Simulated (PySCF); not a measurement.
**[GdSF]−: shape, vibrations and bonding**

Task: relax [GdSF]−, compute its harmonic modes and analyse its electrons. The species was built from a template and needn't be a known compound.

Method: PBE0, Gd lcecp-0-SVP with ECP54, S def2-SVP, F def2-SVP; scalar-relativistic core potentials, no spin–orbit coupling; program: PySCF 2.14.0.

1 further run of the same task is left out (for a known fault of the program).

## (1) The system as given

3 atoms, charge -1, spin multiplicity 1.

Bond lengths: Gd1–S2 2.517 Å, Gd1–F3 2.247 Å. Angles: S2–Gd1–F3 131.8°.

As a file:

```csv
atom,x (Å),y (Å),z (Å)
Gd1,0.0000,0.0000,0.0000
S2,2.2974,0.0000,1.0282
F3,-2.0508,0.0000,0.9178
```

Formal oxidation states: Gd +2. Each metal's 8 4f electrons lie in its core potential, so multiplicities, spins and levels count the valence alone. For divalent La, Ce, Gd or Lu the extra electron is normally 5d or 6s, so this core forces an excited configuration.

## (2) SCF at the start, singlet

run.py (the lines that set the calculation)

```python
mol = gto.M(atom='''
Gd     0.00000     0.00000     0.00000
S      2.29740     0.00000     1.02820
F     -2.05080     0.00000     0.91780''',
    basis={'Gd': 'lcecp-0-SVP', 'S': 'def2-SVP', 'F': 'def2-SVP'},
    ecp={'Gd': 'lcecp-0-SVP'},
    charge=-1, spin=0)
mf = dft.RKS(mol, xc='PBE0')
mf.grids.atom_grid = (50, 194)  # f atoms: unpruned, at least (60, 302)
mf = mf.density_fit()  # fitting sets: Gd AutoAux, S def2-universal-JKFIT, F def2-universal-JKFIT
mf.conv_tol = 1e-08; mf.max_cycle = 55
mf.kernel(dm0)  # dm0: free metal ions and neutral atoms
```

The run is started by

```sh
OMP_NUM_THREADS=2 python run.py
```

The program printed:

```text
init E= -559.388817584451
cycle= 1 E= -515.67834502116  delta_E= 43.7  |g|= 6.08  |ddm|= 6.49
cycle= 2 E= -496.977910149613  delta_E= 18.7  |g|=  6.5  |ddm|= 10.3
cycle= 3 E= -517.026404331621  delta_E=  -20  |g|= 3.75  |ddm|= 10.3
cycle= 4 E= -520.360089826144  delta_E= -3.33  |g|= 4.86  |ddm|= 9.88
cycle= 5 E= -526.900202716812  delta_E= -6.54  |g|= 1.51  |ddm|=  6.4
cycle= 6 E= -527.349732450755  delta_E= -0.45  |g|= 0.747  |ddm|=  1.1
cycle= 7 E= -527.562318188785  delta_E= -0.213  |g|= 0.318  |ddm|= 1.04
cycle= 8 E= -527.609007925807  delta_E= -0.0467  |g|= 0.105  |ddm|= 0.825
cycle= 9 E= -527.612806510027  delta_E= -0.0038  |g|= 0.0198  |ddm|= 0.143
cycle= 10 E= -527.612971023255  delta_E= -0.000165  |g|= 0.00406  |ddm|= 0.0428
cycle= 11 E= -527.612978389193  delta_E= -7.37e-06  |g|= 0.00199  |ddm|= 0.0117
cycle= 12 E= -527.61298031993  delta_E= -1.93e-06  |g|= 0.00036  |ddm|= 0.00464
cycle= 13 E= -527.612980431101  delta_E= -1.11e-07  |g|= 8.51e-05  |ddm|= 0.00182
cycle= 14 E= -527.612980440041  delta_E= -8.94e-09  |g|= 3.49e-05  |ddm|= 0.000539
Extra cycle  E= -527.612980439331  delta_E= 7.1e-10  |g|= 5.87e-05  |ddm|= 0.00017
converged SCF energy = -527.612980439331
```

Wall time 2 s (2 threads of Arm Neoverse V2, shared host); peak memory 0.31 GiB.

It gives: E = -527.612980 Eh, frontier levels not given, since the 4f levels lie in the core, Mulliken charge on Gd1 +0.19 e. 

## (3) Relaxation, singlet

Steps are kept in the start's point group, Cs.

run.py (the lines that set the calculation)

```python
mol = gto.M(atom='''
Gd    -0.16511     0.00000    -0.24084
S      2.13229     0.00000     0.78736
F     -2.21591     0.00000     0.67696''',
    basis={'Gd': 'lcecp-0-SVP', 'S': 'def2-SVP', 'F': 'def2-SVP'},
    ecp={'Gd': 'lcecp-0-SVP'},
    charge=-1, spin=0)
mf = dft.RKS(mol, xc='PBE0')
mf.grids.atom_grid = (50, 194)  # f atoms: unpruned, at least (60, 302)
mf = mf.density_fit()  # fitting sets: Gd AutoAux, S def2-universal-JKFIT, F def2-universal-JKFIT
mf.conv_tol = 1e-08; mf.max_cycle = 55
mf.kernel(dm0)  # dm0: an SCF of this state at this start
# quasi-Newton relaxation in Cartesian coordinates to a largest gradient under 0.00045 Eh/bohr, steps kept in the point group
```

The run is started by

```sh
OMP_NUM_THREADS=2 python run.py
```

The driver keeps no SCF log for this step, only its results.

Wall time 5.4 s (2 threads of Arm Neoverse V2, shared host).

The steps of the relaxation:

| step | energy from step 1 (eV) | largest force component (eV/Å) |
| --- | --- | --- |
| 1 | 0.0000 | 1.2606 |
| 2 | -0.0358 | 0.6531 |
| 3 | -0.0493 | 0.0130 |
| 4 | -0.0494 | 0.0103 |

Distances of close pairs at the start and the end, largest changes first:

| bond | before (Å) | after (Å) | change (Å) |
| --- | --- | --- | --- |
| Gd1–S2 | 2.517 | 2.593 | +0.076 |
| Gd1–F3 | 2.247 | 2.181 | -0.065 |

It ends in Cs at E = -527.614795 Eh.

```
Gd   -0.2131    0.0000   -0.2304
S     2.1689    0.0000    0.7936
F    -2.2045    0.0000    0.6603
```

## (4) The relaxed geometry turned into its symmetry frame

run.py (the lines that set the calculation)

```python
mol = gto.M(atom='''
Gd    -0.18347     0.00000    -0.23773
S      2.19853     0.00000     0.78624
F     -2.17478     0.00000     0.65296''',
    basis={'Gd': 'lcecp-0-SVP', 'S': 'def2-SVP', 'F': 'def2-SVP'},
    ecp={'Gd': 'lcecp-0-SVP'},
    charge=-1, spin=0)
mf = dft.RKS(mol, xc='PBE0')
mf.grids.atom_grid = (50, 194)  # f atoms: unpruned, at least (60, 302)
mf = mf.density_fit()  # fitting sets: Gd AutoAux, S def2-universal-JKFIT, F def2-universal-JKFIT
mf.conv_tol = 1e-08; mf.max_cycle = 55
mf.kernel(dm0)  # dm0: free metal ions and neutral atoms
```

The run is started by

```sh
OMP_NUM_THREADS=2 python run.py
```

The program printed:

```text
init E= -559.380385369544
cycle= 1 E= -516.141886038766  delta_E= 43.2  |g|= 6.02  |ddm|= 6.33
cycle= 2 E= -496.382193839017  delta_E= 19.8  |g|= 6.25  |ddm|= 10.2
cycle= 3 E= -516.657880488915  delta_E= -20.3  |g|= 3.46  |ddm|= 10.7
cycle= 4 E= -510.693572997177  delta_E= 5.96  |g|= 4.97  |ddm|= 10.9
cycle= 5 E= -526.454417317069  delta_E= -15.8  |g|= 2.13  |ddm|= 7.32
cycle= 6 E= -527.053878235242  delta_E= -0.599  |g|= 1.19  |ddm|=  1.1
cycle= 7 E= -527.33778479966  delta_E= -0.284  |g|= 0.771  |ddm|= 0.982
cycle= 8 E= -527.526049313728  delta_E= -0.188  |g|= 0.415  |ddm|= 0.788
cycle= 9 E= -527.567917359992  delta_E= -0.0419  |g|= 0.34  |ddm|= 1.36
cycle= 10 E= -527.614074550278  delta_E= -0.0462  |g|= 0.0423  |ddm|= 0.59
cycle= 11 E= -527.61476841195  delta_E= -0.000694  |g|= 0.00869  |ddm|= 0.0718
cycle= 12 E= -527.61479152258  delta_E= -2.31e-05  |g|= 0.0026  |ddm|= 0.0156
cycle= 13 E= -527.614794484982  delta_E= -2.96e-06  |g|= 0.000469  |ddm|= 0.00468
cycle= 14 E= -527.614794590195  delta_E= -1.05e-07  |g|= 0.000147  |ddm|= 0.00103
cycle= 15 E= -527.614794605899  delta_E= -1.57e-08  |g|= 4.02e-05  |ddm|= 0.000528
cycle= 16 E= -527.61479460744  delta_E= -1.54e-09  |g|= 4.8e-06  |ddm|= 0.000191
Extra cycle  E= -527.614794607496  delta_E= -5.56e-11  |g|= 7.56e-06  |ddm|= 4.61e-05
converged SCF energy = -527.614794607496
```

Wall time 0.9 s (2 threads of Arm Neoverse V2, shared host).

It gives: E = -527.614795 Eh, frontier levels not given, since the 4f levels lie in the core, Mulliken charge on Gd1 +0.19 e. 

## (5) Harmonic vibrations

Changes to run.py (the lines that set the calculation) since step 4:

```diff
@@ -10,3 +10,4 @@
 mf = mf.density_fit()  # fitting sets: Gd AutoAux, S def2-universal-JKFIT, F def2-universal-JKFIT
-mf.conv_tol = 1e-08; mf.max_cycle = 55
-mf.kernel(dm0)  # dm0: free metal ions and neutral atoms
+mf.conv_tol = 1e-10; mf.max_cycle = 55
+mf.kernel(dm0)  # dm0: the density of the relaxed state
+# Hessian and dipole derivatives by central differences of gradients, 0.02 bohr
```

The run is started by

```sh
OMP_NUM_THREADS=2 python run.py
```

No log is kept here; the results follow.

Wall time 17 s (2 threads of Arm Neoverse V2, shared host).

Point group Cs; negative numbers are unstable modes, and those under 60 cm⁻¹ are near the numerical noise:

```csv
cm⁻¹,km/mol,symmetry
77,23.6,a'
322,46.7,a'
437,82.8,a'
```

## (6) Charges, bond orders and levels

run.py (the lines that set the calculation)

```python
mol = gto.M(atom='''
Gd    -0.21314     0.00000    -0.23039
S      2.16886     0.00000     0.79358
F     -2.20445     0.00000     0.66029''',
    basis={'Gd': 'lcecp-0-SVP', 'S': 'def2-SVP', 'F': 'def2-SVP'},
    ecp={'Gd': 'lcecp-0-SVP'},
    charge=-1, spin=0)
mf = dft.RKS(mol, xc='PBE0')
mf.grids.atom_grid = (75, 302)  # f atoms: unpruned, at least (60, 302)
mf = mf.density_fit()  # fitting sets: Gd AutoAux, S def2-universal-JKFIT, F def2-universal-JKFIT
mf.conv_tol = 1e-09; mf.max_cycle = 55
mf.kernel(dm0)  # dm0: the density of the relaxed state
```

The run is started by

```sh
OMP_NUM_THREADS=2 python run.py
```

The program printed:

```text
init E= -527.614793499653
cycle= 1 E= -527.614793429982  delta_E= 6.97e-08  |g|= 0.000453  |ddm|= 0.00108
cycle= 2 E= -527.614793079842  delta_E= 3.5e-07  |g|= 0.00101  |ddm|= 0.00243
cycle= 3 E= -527.614793517432  delta_E= -4.38e-07  |g|= 2.43e-05  |ddm|= 0.00168
cycle= 4 E= -527.614793517537  delta_E= -1.04e-10  |g|= 8.88e-07  |ddm|= 1.76e-05
Extra cycle  E= -527.614793517536  delta_E= 2.27e-13  |g|= 8.16e-07  |ddm|= 2.92e-06
converged SCF energy = -527.614793517536
```

Wall time 4 s (2 threads of Arm Neoverse V2, shared host).

Read off: E = -527.614794 Eh, frontier levels not given, since the 4f levels lie in the core, Mulliken charge on Gd1 +0.19 e, largest force component 0.009 eV/Å. 

Löwdin charges:

```csv
atom,value (e)
Gd1,-0.08
S2,-0.44
F3,-0.49
```

Mulliken charges: Gd1 +0.19, S2 -0.63, F3 -0.57 e.

Contacts (the nearest donor of each ligand) and Mayer bond orders:

| contact | distance (Å) | bond order |
| --- | --- | --- |
| Gd1–S2 (S) | 2.593 | 2.15 |
| Gd1–F3 (F) | 2.181 | 0.78 |

Mulliken populations of Gd1 outside the core potential: s 2.34, p 6.34, d 1.10, f 0.03.

## (7) Outcome

```
                                              quantity                                                           value
                                 state and point group                                      singlet in the valence, Cs
                                                 modes                                   77 to 437 cm⁻¹, none unstable
strongest infrared band (modes within 1.5 cm⁻¹ summed)                                            437 cm⁻¹ (83 km/mol)
                                     zero-point energy                                                        0.052 eV
                               ideal gas, 298 K, 1 bar                                  S = 326.5, Cp = 54.1 J/(mol K)
                                 metal–ligand contacts                                                  2.18 to 2.59 Å
                                       frontier levels  frontier levels not given, since the 4f levels lie in the core
                       dipole about the centre of mass                                                          9.11 D
                                   mean polarisability                                                         13.8 Å³
```

What this shows: All modes are real, so the structure is a minimum. The metal carries -0.08 e by Löwdin's partition against a formal +2, and bond orders to the nearest donors reach 2.15. Both measures hang on the basis. One start shape was tried, so another isomer may lie lower. The bases are small and lack diffuse functions. Spin–orbit coupling is left out.
